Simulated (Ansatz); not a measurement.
**Si₄GeH₁₂: ionisation energy by level of theory**

One table from this session's results is given with a row withheld; the runs are named, their logs left out.

Method: unrestricted cation, the program's frozen cores in correlated methods; program: Ansatz 0.2.0, Gaussian basis.

Levels to be run: UKS PBE-D4/def2-TZVPP; UKS r2SCAN-D4/def2-TZVPP; UKS PBE0-D4/def2-TZVPP; UKS B3LYP-D4/def2-TZVPP; UKS wB97X-V/def2-TZVPP; UKS wB97M-V/def2-TZVPP; UKS B2PLYP/def2-TZVPP; UHF-CCSD(T)/def2-TZVPP; UHF-MP2/def2-QZVPP; extrapolation to the limit; then −ε(HOMO) from the neutral's earlier runs with LDA (SPW92), PBE-D4, revPBE-D4, BLYP-D4, r2SCAN-D4, B97M-V, PBE0-D4, B3LYP-D4, r2SCANh-D4, r2SCAN0-D4, HSE06-D4, BHLYP-D4, CAM-B3LYP-D4, LC-ωPBE, ωB97X-V, ωB97M-V.

### Structure used throughout

The geometry comes from an earlier relaxation with PBE0-D4 in a triple-zeta def2 set; it is a stationary point, not always the lowest conformer.

SMILES `[SiH3][Ge]([SiH3])([SiH3])[SiH3]`, 17 atoms, charge 0, spin multiplicity 1.

Atoms are counted from 1 here; the program's logs count them from 0.

Bond lengths: Si1–Ge2 2.378 Å, Si1–H6 1.487 Å, Si1–H7 1.487 Å, Si1–H8 1.487 Å, Ge2–Si3 2.378 Å, Ge2–Si4 2.377 Å, Ge2–Si5 2.378 Å, Si3–H9 1.487 Å, Si3–H10 1.487 Å, Si3–H11 1.487 Å, Si4–H12 1.487 Å, Si4–H13 1.487 Å, Si4–H14 1.487 Å, Si5–H15 1.487 Å, Si5–H16 1.487 Å, Si5–H17 1.487 Å. Angles: Ge2–Si1–H6 110.1°, Ge2–Si1–H7 110.2°, Ge2–Si1–H8 110.2°, H6–Si1–H7 108.8°, H6–Si1–H8 108.8°, H7–Si1–H8 108.8°, Si1–Ge2–Si3 109.5°, Si1–Ge2–Si4 109.6°, Si1–Ge2–Si5 109.4°, Si3–Ge2–Si4 109.7°, Si3–Ge2–Si5 109.3°, Si4–Ge2–Si5 109.3°, Ge2–Si3–H9 110.1°, Ge2–Si3–H10 110.0°, Ge2–Si3–H11 110.2°, H9–Si3–H10 108.8°, H9–Si3–H11 108.8°, H10–Si3–H11 108.8° and more.

The first run:

File in.yaml:

```yaml
crystal:
  periodic: [false, false, false]
  atoms:
    - {symbol: Si, position_ang: [-0.361545, 1.251686, -1.987205]}
    - {symbol: Ge, position_ang: [0.001100, -0.002923, -0.000426]}
    - {symbol: Si, position_ang: [2.269336, 0.221562, 0.676019]}
    - {symbol: Si, position_ang: [-0.492080, -2.293651, -0.402570]}
    - {symbol: Si, position_ang: [-1.418766, 0.818196, 1.721103]}
    - {symbol: H, position_ang: [-0.066044, 2.688956, -1.743954]}
    - {symbol: H, position_ang: [0.524273, 0.757867, -3.075154]}
    - {symbol: H, position_ang: [-1.776920, 1.121020, -2.425200]}
    - {symbol: H, position_ang: [2.510438, -0.551732, 1.923438]}
    - {symbol: H, position_ang: [2.586224, 1.652329, 0.930569]}
    - {symbol: H, position_ang: [3.176319, -0.288152, -0.386862]}
    - {symbol: H, position_ang: [-0.253853, -3.091998, 0.829535]}
    - {symbol: H, position_ang: [0.372160, -2.822861, -1.491198]}
    - {symbol: H, position_ang: [-1.916062, -2.446102, -0.804181]}
    - {symbol: H, position_ang: [-2.844299, 0.676309, 1.321139]}
    - {symbol: H, position_ang: [-1.195353, 0.053731, 2.977269]}
    - {symbol: H, position_ang: [-1.133830, 2.255263, 1.977779]}
basis:
  gaussian: {orbitals: def2-TZVPP}
total_charge: 1
magnetization: {spin_polarized: true, initial_magnetization: 1}
hamiltonian: {xc: pbe, dispersion: d4}
```

The run is started by

```console
ansatz run in.yaml --threads 2 --pin off --events-out ev --progress --plain --max-ram 22528MiB --backend cuda --devices 0, --max-vram 18GiB
```

Among the steps run: Cation, UKS PBE-D4/def2-TZVPP; Cation, UKS r2SCAN-D4/def2-TZVPP; Cation, UKS PBE0-D4/def2-TZVPP; Cation, UKS B3LYP-D4/def2-TZVPP; Cation, UKS wB97X-V/def2-TZVPP; Cation, UKS wB97M-V/def2-TZVPP; Cation, UKS B2PLYP (frozen core)/def2-TZVPP; Cation, UHF-CCSD(T)/def2-TZVPP; Cation, UHF-MP2/def2-QZVPP.

One table of the session follows, with a row left open; its other results are not shown here.

Orbital estimates, from the neutral's runs:

| functional | −ε(HOMO) (eV) |
| --- | --- |
| LDA (SPW92) | 6.94 |
| PBE-D4 | 6.87 |
| revPBE-D4 | 6.84 |
| BLYP-D4 | 6.71 |
| r2SCAN-D4 | 7.12 |
| B97M-V | 7.30 |
| PBE0-D4 | 7.90 |
| B3LYP-D4 | 7.69 |
| r2SCANh-D4 | ? |
| r2SCAN0-D4 | 8.05 |
| HSE06-D4 | 7.51 |
| BHLYP-D4 | 8.80 |
| CAM-B3LYP-D4 | 9.07 |
| LC-ωPBE | 10.34 |
| ωB97X-V | 10.04 |
| ωB97M-V | 9.84 |

Estimate the missing values for r2SCANh-D4.

Worked estimate for «−ε(HOMO) (eV)». Against the share of exact exchange, r2SCAN-D4 (0, 7.12), r2SCAN0-D4 (0.25, 8.05) give a slope of 3.72 per unit share; at 0.1 the line stands at 7.49.

The run gave: −ε(HOMO) (eV): 7.49. In «−ε(HOMO) (eV)» the line misses by 0.00.

Caveats from the session: In point group Td the highest level is often degenerate; the cation then breaks the symmetry, and the runs may pick different components.
